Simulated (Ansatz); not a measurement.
# HfN: the cost of one run

All numbers are computed with Ansatz 0.2.0 through its Python package. Level of theory: DFT PBEsol, plane waves, PAW.

### Step 1. Starting point

The structure is hexagonal, space group P6_3/mmc (No. 194). Conventional cell: a = 3.134 Å, b = 3.134 Å, c = 5.417 Å, α = 90.00°, β = 90.00°, γ = 120.00°. Hf (site symmetry -6m2) has 6 N at 2.26 Å in its first shell of neighbours. N (site symmetry -3m) is surrounded by 6 Hf at 2.26 Å.

The script holds or builds the structure itself.

### Step 2. The script

Input file hfn.py:

```python
"""Cell of HfN under pressure."""

from dataclasses import dataclass
import warnings

import ansatz as az
import numpy as np
import pandas as pd


@dataclass
class Settings:
    xc: str = "pbesol"
    kspacing: float = 0.26
    width_ev: float = 0.15


settings = Settings()

def edges_and_angles(cell):
    cell = np.asarray(cell)
    a, b, c = np.linalg.norm(cell, axis=1)
    cosines = cell[1] @ cell[2] / (b * c), cell[0] @ cell[2] / (a * c), cell[0] @ cell[1] / (a * b)
    return (a, b, c, *np.degrees(np.arccos(cosines)))


def main() -> None:
    warnings.simplefilter("ignore", az.DeckWarning)

    cell = (
        az.Lattice.from_parameters(3.133908, 3.133908, 5.416768, alpha=90.0, beta=90.0, gamma=120.0)
        .atom("Hf", (2 / 3, 1 / 3, 0.75))
        .atom("Hf", (1 / 3, 2 / 3, 0.25))
        .atom("N", (0.0, 0.0, 0.0))
        .atom("N", (0.0, 0.0, 0.5))
    )

    setup = (
        cell.calculation()
        .functional(settings.xc)
        .kpoints(spacing=settings.kspacing)
        .occupations(az.OccupationsMethod.COLD, width=settings.width_ev)
    )

    # H = F + PV, with 1 GPa A^3 = 1/160.21766 eV
    rows = []
    for pressure in [-2, 0, 2, 5, 10]:
        done = setup.relax(cell=True, pressure=pressure, force_tolerance=0.05).run()
        cell = done.lattice.cell_ang
        n_atoms = len(done.lattice.sites)
        volume = abs(np.linalg.det(cell)) / n_atoms
        enthalpy = done.report["free_energy_ev"] / n_atoms + pressure * volume / 160.21766
        rows.append((pressure, volume, enthalpy, *edges_and_angles(cell)))
        print(f"{pressure} GPa done: {volume:.4f} A^3/atom")

    table = pd.DataFrame(rows, columns=["P_GPa", "V_A3_atom", "H_eV_atom", "a", "b", "c", "alpha", "beta", "gamma"])
    print(table.round(4).to_string(index=False))
    p, v = np.array([row[0] for row in rows], float), np.array([row[1] for row in rows])
    print("mean bulk modulus between rows (GPa):", np.round(-np.diff(p) / np.diff(np.log(v)), 1))


if __name__ == "__main__":
    main()
```

### Step 3. The run

Run with:

```
python hfn.py
```

**Question.** How long does this script take on 1 thread of Arm Neoverse V2, shared host, and how much memory does it need?

About 1.7 min, with a peak of 0.49 GiB.
